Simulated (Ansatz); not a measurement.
GaF:

```
Ga F
1.0
     3.16592    0.00000    0.00000
     0.00000    3.16592    0.00000
     0.00000    0.00000    3.16592
Ga F
1 1
Cartesian
  0.0000 0.0000 0.0000
  1.5830 1.5830 1.5830
```

The cell was built by a generator and needn't be a form met in nature.

Program: Ansatz 0.2.0. Alike in all runs: task band structure; potentials or basis Ansatz PAW; no spin polarisation; cell as given; k mesh 4 × 4 × 4; smearing fermi-dirac 0.05 eV; the mesh is coarse, so values aren't converged.

Task: Order these runs on this cell by their pressure, lowest first.
A. level HSEsol; cutoff (eV) 420
B. level r2SCAN0; cutoff (eV) 500
C. level HF; cutoff (eV) 420

Result: A (-2.5 GPa), B (-0.9 GPa), C (7.9 GPa).

Caveats: all runs use coarse meshes; the PAW data sets come from PBE, with cores solved anew for the run's functional, which leaves a small shift of forces and pressure; the thresholds are loose for stress.
